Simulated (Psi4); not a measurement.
# InHF (SMILES [F][InH]): U-revPBE/def2-TZVPP (core potential)

What is the energy change on altering one bond length of InHF at U-revPBE/def2-TZVPP (core potential)? 

The results are computed with Psi4 1.11.

1 further run of the same task is left out (set aside as unsound or not needed).

### Step 1. The molecule

The species is InHF (3 atoms), meant as a doublet with charge 0. As SMILES, `[F][InH]`. The shape is that of a PBE0-D4/def2-TZVP optimisation.

Bond lengths: F1–In2 1.970 Å, In2–H3 1.779 Å. Angles: F1–In2–H3 113.8°.

### Step 2. Energy and forces at U-revPBE/def2-TZVPP (core potential)

The input, job.py:

```python
import psi4

psi4.set_memory('1600 MB')
psi4.set_num_threads(1)
psi4.set_output_file('run.log', False)

geom = psi4.geometry("""
0 2
F
In 1 1.969612
H 2 1.778748 1 113.7635
symmetry c1
no_reorient
no_com
""")

psi4.set_options({
    'reference': 'uks',
    'puream': True,
    'e_convergence': 1e-09,
    'd_convergence': 1e-08,
    'scf_type': 'pk',
    'dft_radial_points': 99,
    'dft_spherical_points': 590,
    'maxiter': 200,
})

energy_value, wavefunction = psi4.gradient("revpbe/def2-TZVPP", return_wfn=True)
print('gradient / Eh bohr^-1')
print(energy_value.np.round(6))
print(f'energy = {wavefunction.energy():.10f} Eh')
```

On the command line:

```sh
python job.py
```

run.log:

```text
[...]
    !!!  WARNING: ECP capability is in beta. Please check occupations closely.  !!!
[...]
  Running in c1 symmetry.
[...]
  Nuclear repulsion =   58.542469767678860
[...]
  Multiplicity = 2
[...]
  Nalpha       = 16
  Nbeta        = 15
[...]
    Number of basis functions: 95
[...]
   @UKS iter   1:  -290.41758334333662   -8.17774e-01   8.19326e-03 ADIIS/DIIS
[...]
   @UKS iter  13:  -290.63905488098845   -1.62572e-11   8.04622e-09 DIIS
[...]
   @S^2 Observed:                7.543138703E-01
[...]
    Orbital Energies [Eh]
    ---------------------
    Alpha Occupied:
       1A    -24.192748     2A     -4.492113     3A     -2.938542
       4A     -2.931204     5A     -2.927557     6A     -0.994022
       7A     -0.703565     8A     -0.700191     9A     -0.697452
      10A     -0.695001    11A     -0.689898    12A     -0.387618
      13A     -0.311963    14A     -0.294965    15A     -0.289881
      16A     -0.196227
    Alpha Virtual:
      17A     -0.093559    18A     -0.031911    19A      0.018418
      20A      0.052743    21A      0.060665    22A      0.081852
      23A      0.126667    24A      0.127537    25A      0.148991
[...]
  @UKS Final Energy:  -290.63905488098845
   => Energetics <=
    Nuclear Repulsion Energy =             58.5424697676788597
    One-Electron Energy =                -592.2348476176737222
    Two-Electron Energy =                 270.6206824703764937
    DFT Exchange-Correlation Energy =     -27.5673595013700883
    Empirical Dispersion Energy =           0.0000000000000000
    VV10 Nonlocal Energy =                  0.0000000000000000
    Total Energy =                       -290.6390548809884535
[...]
 Multipole Moments:
 ------------------------------------------------------------------------------------
     Multipole            Electronic (a.u.)      Nuclear  (a.u.)        Total (a.u.)
 ------------------------------------------------------------------------------------
 L = 1.  Multiply by 2.5417464519 to convert [e a0] to [Debye]
 Dipole X            :         -2.4983661            2.3639344           -0.1344316
 Dipole Y            :        -17.2648991           16.2089026           -1.0559965
 Dipole Z            :         -0.0000002            0.0000000           -0.0000002
 Magnitude           :                                                    1.0645189
[...]
  -Total Gradient:
     Atom            X                  Y                   Z
    ------   -----------------  -----------------  -----------------
       1        0.000151491557    -0.013262664610     0.000000002541
       2        0.004162497258     0.011178839690    -0.000000003517
       3       -0.004309309031     0.002073204110     0.000000000976
[...]
```

Standard output:

```text
gradient / Eh bohr^-1
[[ 0.000151 -0.013263  0.      ]
 [ 0.004162  0.011179 -0.      ]
 [-0.004309  0.002073  0.      ]]
energy = -290.6390548810 Eh
```

Wall time 21 s (1 thread of Intel Xeon at 2.60GHz (Ice Lake), shared host); peak memory 0.73 GiB.

### Step 3. The distorted shape: a single-point energy at U-revPBE/def2-TZVPP (core potential)

The input, fhin.json:

```json
{
 "schema_name": "qcschema_input",
 "schema_version": 1,
 "molecule": {
  "schema_name": "qcschema_molecule",
  "schema_version": 2,
  "symbols": ["F", "In", "H"],
  "geometry": [4.49210388, 2.8289578, 2.7317484, -0.9873819, 0.67104175, -0.46260496, -1.090183, -2.66338, -0.87456525],
  "molecular_charge": 0,
  "molecular_multiplicity": 2,
  "fix_symmetry": "c1",
  "fix_com": true,
  "fix_orientation": true
 },
 "driver": "energy",
 "model": {
  "method": "revpbe",
  "basis": "def2-TZVPP"
 },
 "keywords": {
  "reference": "uks",
  "puream": true,
  "e_convergence": 1e-09,
  "d_convergence": 1e-08,
  "scf_type": "pk",
  "dft_radial_points": 99,
  "dft_spherical_points": 590,
  "maxiter": 200,
  "scf_properties": ["MULLIKEN_CHARGES", "WIBERG_LOWDIN_INDICES", "QUADRUPOLE"]
 }
}
```

On the command line:

```sh
psi4 --qcschema fhin.json -n 1 --memory 1600MB
```

stdout (excerpt; [...] marks lines left out):

```text
[...]
    !!!  WARNING: ECP capability is in beta. Please check occupations closely.  !!!
[...]
  Running in c1 symmetry.
[...]
  Nuclear repulsion =   35.501823120935065
[...]
  Multiplicity = 2
[...]
  Nalpha       = 16
  Nbeta        = 15
[...]
    Number of basis functions: 95
[...]
   @UKS iter   1:  -290.26521136011485   -7.79841e-01   8.69328e-03 DIIS/ADIIS
[...]
   @UKS iter  48:  -290.54995588295208   -8.52651e-13   3.21488e-09 DIIS
[...]
   @S^2 Observed:                7.566225935E-01
[...]
  @UKS Final Energy:  -290.54995588295208
   => Energetics <=
    Nuclear Repulsion Energy =             35.5018231209350645
    One-Electron Energy =                -545.8923173353476841
    Two-Electron Energy =                 247.3144056492652965
    DFT Exchange-Correlation Energy =     -27.4738673178047996
    Empirical Dispersion Energy =           0.0000000000000000
    VV10 Nonlocal Energy =                  0.0000000000000000
    Total Energy =                       -290.5499558829520765
[...]
 Multipole Moments:
 ------------------------------------------------------------------------------------
     Multipole            Electronic (a.u.)      Nuclear  (a.u.)        Total (a.u.)
 ------------------------------------------------------------------------------------
 L = 1.  Multiply by 2.5417464519 to convert [e a0] to [Debye]
 Dipole X            :        -20.7745889           18.6037320           -2.1708569
 Dipole Y            :        -37.6218557           36.8891170           -0.7327387
 Dipole Z            :        -15.2489438           13.9964662           -1.2524777
 Magnitude           :                                                    2.6111733
 L = 2.  Multiply by 1.3450342976 to convert [e a0^2] to [Debye ang]
 Quadrupole XX       :       -230.5279782          203.2728577          -27.2551204
 Quadrupole XY       :       -109.0793976          103.3612583           -5.7181392
[...]
  Mulliken Charges: (a.u.)
   Center  Symbol    Alpha    Beta     Spin     Total
       1     F     4.97318  4.44162  0.53156 -0.41480
       2    IN    10.35142 10.10734  0.24408  0.54123
       3     H     0.67540  0.45103  0.22436 -0.12643
   Total alpha = 16.00000, Total beta = 15.00000, Total charge = -0.00000
  Wiberg Bond Indices using Orthogonal Lowdin Orbitals:
  Total Bond Index:
  Irrep: 1 Size: 3 x 3
[...]
```

The result, in JSON:

```text
{
 "driver": "energy",
 "model": {
  "method": "revpbe",
  "basis": "def2-TZVPP"
 },
 "success": true,
 "return_result": -290.5499558829521,
 "properties": {
  "calcinfo_nbasis": 95,
  "calcinfo_nmo": 95,
  "calcinfo_nalpha": 16,
  "calcinfo_nbeta": 15,
  "calcinfo_natom": 3,
  "nuclear_repulsion_energy": 35.501823120935065,
  "return_energy": -290.5499558829521,
  "scf_one_electron_energy": -545.8923173353477,
  "scf_two_electron_energy": 247.3144056492653,
  "scf_xc_energy": -27.4738673178048,
  "scf_dipole_moment": [-2.1708569252717638, -0.7327387488977877, -1.2524776590726123],
  "scf_total_energy": -290.5499558829521,
  "scf_iterations": 48
 }
}
```

It took 32 s on 1 thread of Intel Xeon at 2.60GHz (Ice Lake), shared host; peak memory 0.68 GiB.

### Step 4. Outcome

At U-revPBE/def2-TZVPP (core potential):

```
                                                          quantity          value
                                         first shape: total energy  -290.63905 Eh
                                        first shape: dipole moment         2.71 D
                   first shape: HOMO energy (highest over α and β)       -5.34 eV
                    first shape: LUMO energy (lowest over α and β)       -4.16 eV
                                                 first shape: ⟨S²⟩          0.754
                             first shape: largest force on an atom     0.682 eV/Å
                                     distorted shape: total energy  -290.54996 Eh
                                    distorted shape: dipole moment         6.64 D
               distorted shape: HOMO energy (highest over α and β)       -5.94 eV
                distorted shape: LUMO energy (lowest over α and β)       -5.58 eV
                                             distorted shape: ⟨S²⟩          0.757
energy change with the F1–In2 bond stretched from 1.970 to 3.545 Å       2.425 eV
```

In words: With the F1–In2 bond stretched from 1.970 to 3.545 Å the energy rises by 2.42 eV (56 kcal/mol). The first shape isn't relaxed at this level, so the change isn't measured from a minimum. The largest force (first shape) is 0.68 eV/Å: the shape isn't a stationary point for this species at this level.
